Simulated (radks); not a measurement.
**Valence configurations of Sc⁺**

An exercise on one series of results from a longer session: the logs are not shown, and one member is left open.

Method: scalar-relativistic Kohn-Sham, LDA (Slater exchange, Perdew-Wang correlation), spin-polarised, spherical densities, finite nucleus; open shells are filled with parallel spins first. Code: radks (a radial shooting solver on a logarithmic mesh, Libxc functionals) version 1.

## The system

```
element            : scandium (Z = 21)
charge             : +1
electrons          : 20
configuration      : [Ar] 3d1 4s1
nuclear rms radius : 3.5459 fm
others tried       : 4s2; 4s1.5 4p0.5; 3d1 4p1; 3d1 4s0.5 4p0.5; 4s1 4p1; 3d2; 3d1.5 4s0.5; 4s0.5 4p1.5; 4p2
```

The outer shells:

Sc⁺
```
[Ar] core
3d [↑ ][  ][  ][  ][  ]
4s [↑ ]
```

The first run:

Settings of this run:

```text
Z 21
configuration [Ar] 3d1 4s1
relativity scalar-relativistic
functional lda,pw
spin polarised
nucleus finite rms 3.5459 fm
c 137.035999084
```

Among the steps run: [Ar] 3d1 4s1.

One table of the session follows, with a row left open; its other results are not shown here.

It belongs to the step «[Ar] 3d1 4s1». Sizes of the orbitals, from the radial functions (bohr):

| level | <r> | outermost maximum (interpolated) | 90 % within | nodes |
| --- | --- | --- | --- | --- |
| 3s up | ? | ? | ? | ? |
| 3s down | 1.076 | 0.926 | 1.61 | 2 |
| 3p up | 1.170 | 0.967 | 1.81 | 1 |
| 3p down | 1.167 | 0.966 | 1.80 | 1 |
| 3d up | 1.702 | 1.09 | 2.97 | 0 |
| 4s up | 3.292 | 2.88 | 4.83 | 3 |
| 3d down | 1.678 | 1.08 | 2.93 | 0 |
| 4s down | 3.390 | 2.90 | 5.03 | 3 |

**Question.** Estimate the row for 3s up.

As computed: <r>: 1.077; outermost maximum (interpolated): 0.926; 90 % within: 1.62; nodes: 2. In the column «<r>» it lies between 3s down (1.076) and 3p down (1.167).
